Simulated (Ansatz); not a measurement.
# AlB3P4: the cost of one run

Code: Ansatz 0.2.0. PAW datasets, plane waves. No spin polarisation and no zero-point or thermal motion; the cell was built from a prototype and may be hypothetical.

## 1. The cell

The cell was relaxed beforehand with r2SCAN.

It is orthorhombic, Amm2 (No. 38); a = 3.358 Å, b = 6.819 Å, c = 9.713 Å in the conventional setting, 13.90 Å³ an atom. Around B lie 4 P at 2.03–2.08 Å; around B lie 4 P at 1.96–2.13 Å; around Al lie 4 P at 2.21–2.24 Å; around P lie 4 B at 2.08–2.13 Å; around P lie 3 B at 2.02–2.03 Å and 1 Al at 2.24 Å.

Coordinates:

Space group Amm2 (No. 38). a = 3.358 Å, b = 6.819 Å, c = 9.713 Å, α = 90.00°, β = 90.00°, γ = 90.00°
```
atom  site  symmetry       x       y       z
   B    2a       mm2  0.0000  0.5000  0.4972
   B    4e       m..  0.5000  0.7457  0.2508
  Al    2a       mm2  0.0000  0.5000  0.9983
   P    2b       mm2  0.5000  0.5000  0.6235
   P    4d       m..  0.0000  0.2309  0.8661
   P    2b       mm2  0.5000  0.5000  0.1470
```

## 2. PBE band path

Input file input.yaml:

```yaml
crystal:
  lattice:
    - [3.3576479512, 0.0, 0.0]
    - [0.0, 3.4094257494, 4.8566484134]
    - [0.0, -3.4094257494, 4.8566484134]
  atoms:
    - { symbol: B, position: [0.0, -0.0027745566, -0.0027745566] }
    - { symbol: B, position: [0.5, -0.0034290975, 0.5051230324] }
    - { symbol: B, position: [0.5, 0.5051230324, -0.0034290975] }
    - { symbol: Al, position: [0.0, 0.4983363999, 0.4983363999] }
    - { symbol: P, position: [0.5, 0.1234895587, 0.1234895587] }
    - { symbol: P, position: [0.0, 0.0970586964, 0.6351993023] }
    - { symbol: P, position: [0.0, 0.6351993023, 0.0970586964] }
    - { symbol: P, position: [0.5, 0.6469966646, 0.6469966646] }
kpoints:
  mp_grid: { grid: [8, 6, 6] }
  band_path:
    path:
      - [[0.0, 0.0, 0.0], [9.648379612221e-20, 0.5, 0.5], [1.167641744388e-19, 0.6267947674814, 0.3732052325186]]
      - [[5.969286789627e-20, 0.3732052325186, -0.3732052325186], [0.0, 0.0, 0.0], [0.5, 2.844998596135e-19, 1.194655796512e-19], [0.5, 0.3732052325186, -0.3732052325186]]
      - [[0.5, 0.6267947674814, 0.3732052325186], [0.5, 0.5, 0.5], [9.648379612221e-20, 0.5, 0.5]]
      - [[0.0, 0.0, 0.0], [8.822852116753e-20, 0.5, 4.410642511746e-18], [0.5, 0.5, 4.410642511746e-18], [0.5, 2.844998596135e-19, 1.194655796512e-19], [0.5, 0.5, 0.5]]
    npoints: 10
hamiltonian:
  xc: pbe
scf:
  occupations: { method: fermi_dirac, width: 0.02 }
  n_extra_bands: 6
output:
  forces: true
  stress: true
  eigenvalues: true
```

Started as:

```console
$ ansatz run input.yaml --threads 4 --pin off --max-ram 6451MiB --backend cpu --events-out ev --progress --plain --runs-dir out
```

Q: Estimate wall time and peak memory on 4 threads of Arm Neoverse V1, shared host.

About 9.9 s, with a peak of 0.43 GiB.
